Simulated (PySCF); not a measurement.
# Ho³⁹⁺, Ho⁴⁰⁺: ionisation energy in even-tempered 18s13p8d4f3g

Aim: the ionisation energy of holmium from differences of total energies, at each level of theory, and how far each lands from the tabulated value where there is one.

Method: unrestricted determinants in a Gaussian basis, no spin-orbit coupling in the energies. Code: PySCF 2.14.0.

## Step 1: Starting point

- Element: holmium (Z = 67)
- Basis: an even-tempered Gaussian basis (18 s from 7.3 bohr⁻², ratio 2.5; 13 p from 9.5 bohr⁻², ratio 2.5; 8 d from 9.5 bohr⁻², ratio 2.5; 4 f from 42 bohr⁻², ratio 2.7; 3 g from 63 bohr⁻², ratio 2.7)
- Hamiltonian: scalar relativity by spin-free X2C-1e
- State 1: Ho³⁹⁺: [Ar] 3d10, closed-shell 1S
- State 2: Ho⁴⁰⁺: [Ar] 3d9, 2D determinant
- Methods: CCSD(T)
- Core shells frozen in the correlated runs: outer shells: [Ne] (for Ho³⁹⁺)

The outer shells:

Ho39+ [Ar] 3d10
```
[Ar] core
3d [↑↓][↑↓][↑↓][↑↓][↑↓]
```

Ho40+ [Ar] 3d9
```
[Ar] core
3d [↑↓][↑↓][↑↓][↑↓][↑ ]
```

One driver process ran all states and methods and kept the integrals in memory. Each run is shown as a PySCF script that sums up its settings (the driver passes frozen orbitals as a list and adds second-order terms of double hybrids); the logs are those of the runs themselves. The driver starts from symmetry-adapted Hartree-Fock orbitals, holds the occupation by maximum overlap and uses a logarithmic radial grid for functionals, so a plain start would take other cycles.

The driver's launch:

```bash
$ OMP_NUM_THREADS=2 python atomrun2.py TASK.json OUT
```

The integrals over 152 functions and the set-up took 1.1 s of CPU time.

## Step 2: Ho³⁹⁺: CCSD(T) (outer shells)

CCSD(T) (outer shells):

Contents of input.py:

```python
from pyscf import gto, scf, dft, mp, cc
mol = gto.M(atom="Ho 0 0 0", charge=39, spin=0, symmetry="D2h",
            basis=gto.etbs([(0, 18, 7.3, 2.5), (1, 13, 9.5, 2.5), (2, 8, 9.5, 2.5), (3, 4, 42, 2.7), (4, 3, 63, 2.7)]),
            nucmod="G")
mf = scf.UHF(mol).sfx2c1e()
mf.irrep_nelec = {'Ag': (5, 5), 'B1g': (1, 1), 'B2g': (1, 1), 'B3g': (1, 1), 'B1u': (2, 2), 'B2u': (2, 2), 'B3u': (2, 2)}
mf.kernel()
mycc = cc.CCSD(mf, frozen=5).run()
mycc.ccsd_t()
```

The program printed:

```text
CC2 = 0
CCSD nocc = 9, nmo = 114
frozen orbitals [0, 1, 2, 3, 4, 119, 120, 121, 122, 123, 124, 125, 126, 127, 128, 129, 130, 131, 132, 133, 134, 135, 136, 137, 138, 139, 140, 141, 142, 143, 144, 145, 146, 147, 148, 149, 150, 151]
max_cycle = 100
direct = 0
conv_tol = 1e-08
conv_tol_normt = 1e-06
diis_space = 8
diis_start_cycle = 0
Init t2, MP2 energy = -11666.371631941  E_corr(MP2) -0.780795945267047
Init E_corr(CCSD) = -0.780795945267066
cycle = 1  E_corr(CCSD) = -0.767682161563564  dE = 0.0131137837  norm(t1,t2) = 0.00116732
cycle = 2  E_corr(CCSD) = -0.768518077833736  dE = -0.00083591627  norm(t1,t2) = 6.63185e-05
cycle = 3  E_corr(CCSD) = -0.768491591222048  dE = 2.64866117e-05  norm(t1,t2) = 3.183e-06
cycle = 4  E_corr(CCSD) = -0.768492867034773  dE = -1.27581272e-06  norm(t1,t2) = 2.09602e-07
cycle = 5  E_corr(CCSD) = -0.768492868606714  dE = -1.5719408e-09  norm(t1,t2) = 3.19399e-09
CCSD converged
E(CCSD) = -11666.35932886434  E_corr = -0.7684928686067138
CCSD(T) correction = -0.000658589050638098
```

Time after the integrals: 31 s (2 threads of Neoverse-V1, shared host).

CCSD correlation -0.76849 hartree, triples -0.00066; total -11666.359987. T1 = 0.000, largest double amplitude 0.004.

## Step 3: Ho⁴⁰⁺, at CCSD(T) (outer shells)

CCSD(T) (outer shells):

Contents of input.py:

```python
from pyscf import gto, scf, dft, mp, cc
mol = gto.M(atom="Ho 0 0 0", charge=40, spin=1, symmetry="D2h",
            basis=gto.etbs([(0, 18, 7.3, 2.5), (1, 13, 9.5, 2.5), (2, 8, 9.5, 2.5), (3, 4, 42, 2.7), (4, 3, 63, 2.7)]),
            nucmod="G")
mf = scf.UHF(mol).sfx2c1e()
mf.irrep_nelec = {'Ag': (5, 4), 'B1g': (1, 1), 'B2g': (1, 1), 'B3g': (1, 1), 'B1u': (2, 2), 'B2u': (2, 2), 'B3u': (2, 2)}
mf.kernel()
mycc = cc.CCSD(mf, frozen=5).run()
mycc.ccsd_t()
```

The program printed:

```text
CC2 = 0
CCSD nocc = (np.int64(9), np.int64(8)), nmo = (114, 114)
frozen orbitals [[0, 1, 2, 3, 4, 119, 120, 121, 122, 123, 124, 125, 126, 127, 128, 129, 130, 131, 132, 133, 134, 135, 136, 137, 138, 139, 140, 141, 142, 143, 144, 145, 146, 147, 148, 149, 150, 151], [0, 1, 2, 3, 4, 119, 120, 121, 122, 123, 124, 125, 126, 127, 128, 129, 130, 131, 132, 133, 134, 135, 136, 137, 138, 139, 140, 141, 142, 143, 144, 145, 146, 147, 148, 149, 150, 151]]
max_cycle = 100
direct = 0
conv_tol = 1e-08
conv_tol_normt = 1e-06
diis_space = 8
diis_start_cycle = 0
Init t2, MP2 energy = -0.720170405820904
Init E_corr(UCCSD) = -0.720170405820944
cycle = 1  E_corr(UCCSD) = -0.711751763605683  dE = 0.00841864222  norm(t1,t2) = 0.0019246
cycle = 2  E_corr(UCCSD) = -0.712401758135854  dE = -0.00064999453  norm(t1,t2) = 0.000104168
cycle = 3  E_corr(UCCSD) = -0.712391442757421  dE = 1.03153784e-05  norm(t1,t2) = 9.07447e-06
cycle = 4  E_corr(UCCSD) = -0.712393375167317  dE = -1.9324099e-06  norm(t1,t2) = 8.17842e-07
cycle = 5  E_corr(UCCSD) = -0.712393320642767  dE = 5.45245508e-08  norm(t1,t2) = 3.45985e-08
cycle = 6  E_corr(UCCSD) = -0.712393320343177  dE = 2.99589242e-10  norm(t1,t2) = 1.27509e-09
UCCSD converged
E(UCCSD) = -11554.718360612  E_corr = -0.7123933203431773
UCCSD(T) correction = -0.000608582422409694
```

Time after the integrals: 2.8 min (2 threads of Neoverse-V1, shared host).

CCSD correlation -0.71239 hartree, triples -0.00061; total -11554.718969. T1 = 0.000, largest double amplitude 0.005.

Spin-orbit coupling, absent here, splits the open shell strongly.

## Step 4: Differences of total energies

Ionisation energy: Ho³⁹⁺ [Ar] 3d10 (1S) → Ho⁴⁰⁺ [Ar] 3d9 (2D).

```tsv
method	value (eV)	less the reference (eV)
UHF	3036.4	+18.4
MP2 (outer shells)	3038.0	+20.0
SCS-MP2 (outer shells)	3037.7	+19.7
CCSD (outer shells)	3037.9	+19.9
CCSD(T) (outer shells)	3037.9	+19.9
```

Reference: 3018 ± 4 eV (theoretical estimate listed by NIST; NIST Atomic Spectra Database, ionization energies). For this ion Breit and QED terms and the two-electron picture change, all absent here, are large against electron correlation. The reference lies between the lowest fine-structure levels, while these numbers refer to the centres of the terms.

The runs at UHF, MP2 (outer shells) are not shown; their differences are listed all the same.

## Step 5: Summary of results

```
                quantity                                                             value
ionisation energy, Ho³⁹⁺  UHF 3036.4, CCSD(T) (outer shells) 3037.9 eV; reference 3018 ± 4
```

Each level's miss (mean over 1 difference):

```tsv
method	mean absolute miss against CCSD(T) (outer shells) (eV)
UHF	1.528
MP2 (outer shells)	0.122
SCS-MP2 (outer shells)	0.167
CCSD (outer shells)	0.001
CCSD(T) (outer shells)	0.000
```

In words: The methods span 1.650 eV, from UHF (3036.4) to MP2 (outer shells) (3038.0). The reference is uncertain or not like for like (spin-orbit coupling or other relativistic terms), so no ranking of close methods is drawn. The basis is finite, and no extrapolation was made.
